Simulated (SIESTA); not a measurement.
Runs of SIESTA 5.4.2 on DyAgB4F16. The typed cell holds 22 atoms: a = 5.407 Å, b = 6.876 Å, c = 9.519 Å, α = 80.98°, β = 87.30°, γ = 90.07°. The cell was built by a generator and needn't be a form met in nature.

```csv
task,level,potentials or basis,spin,gap on the mesh (eV),pressure (GPa),moment (μB),largest force (eV/Å)
band structure,PBE,"PseudoDojo 0.4 standard with PseudoDojo 3+ lanthanides (4f in the core) (PBE files), DZP (energy shift 0.003 Ry; two zetas on semicore shells)","collinear, ferromagnetic start",4.31,0.6,0.00,0.59
band structure,PBE,"PseudoDojo 0.4 standard with PseudoDojo 3+ lanthanides (4f in the core) (PBE files), DZ (energy shift 0.003 Ry; two zetas on semicore shells)","collinear, ferromagnetic start",4.29,4.2,0.00,1.70
band structure,BLYP,"PseudoDojo 0.4 standard with PseudoDojo 3+ lanthanides (4f in the core) (PBE files), DZP (energy shift 0.003 Ry; two zetas on semicore shells)","collinear, ferromagnetic start",4.24,(b),0.00,0.93
band structure,PBE,"PseudoDojo 0.4 standard with PseudoDojo 3+ lanthanides (4f in the core) (PBE files), TZDP (energy shift 0.003 Ry; two zetas on semicore shells)","collinear, ferromagnetic start",(a),1.6,0.00,0.97
single point,PBE,"PseudoDojo 0.4 standard with PseudoDojo 3+ lanthanides (4f in the core) (PBE files), DZP (energy shift 0.003 Ry; two zetas on semicore shells)","collinear, ferromagnetic start",4.31,0.6,0.00,0.59
band structure,PBE,"PseudoDojo 0.4 standard with PseudoDojo 3+ lanthanides (4f in the core) (PBE files), TZP (energy shift 0.003 Ry; two zetas on semicore shells)","collinear, ferromagnetic start",(c),0.1,0.00,0.38
single point,PBE,"PseudoDojo 0.4 standard with PseudoDojo 3+ lanthanides (4f in the core) (PBE files), DZP (energy shift 0.003 Ry; two zetas on semicore shells)","collinear, zero start",4.31,0.6,0.00,0.59
band structure,PBEsol,"PseudoDojo 0.4 standard with PseudoDojo 3+ lanthanides (4f in the core) (PBE and PBEsol files), DZP (energy shift 0.003 Ry; two zetas on semicore shells)","collinear, ferromagnetic start",4.27,-1.4,0.00,0.43
band structure,PBE,"PseudoDojo 0.4 standard with PseudoDojo 3+ lanthanides (4f in the core) (PBE files), SZ (energy shift 0.003 Ry)","collinear, ferromagnetic start",4.55,14.4,0.00,6.05
band structure,PBE,"PseudoDojo 0.4 standard with PseudoDojo 3+ lanthanides (4f in the core) (PBE files), SZP (energy shift 0.003 Ry)","collinear, ferromagnetic start",4.75,5.6,0.00,3.04
single point,PBE,"PseudoDojo 0.4 standard with PseudoDojo 3+ lanthanides (4f in the core) (PBE files), DZP (energy shift 0.003 Ry; two zetas on semicore shells)","collinear, fm_larger start",4.31,0.6,0.00,0.59
```

Alike in all rows: cell as given; k mesh 5 × 4 × 3; smearing fermi-dirac 0.05 eV; grid cutoff 800 Ry; energy shift 0.003 Ry.

Problem. Fill in the values left out.

Solution. (a) 4.26; (b) 2.5; (c) 4.30.

Caveats: the magnetic or orbital state may not be the lowest; short orbitals over semicore shells can move pressures by several GPa; spin-orbit coupling is left out, which moves the levels of the heavy elements; the 4f electrons are frozen in the core as for a trivalent ion, so they carry no moment and show no levels; the basis of atomic orbitals isn't converged, which shifts pressures, moduli and gaps; forces of over 1 eV/Å show positions far from the minimum, so gaps and moduli don't describe the material at rest (some runs); an odd mesh through Γ misses points on the zone boundary, where band edges often lie (some runs).

A k mesh can miss the band edges, and the runs leave out spin-orbit coupling on Ag, Dy.
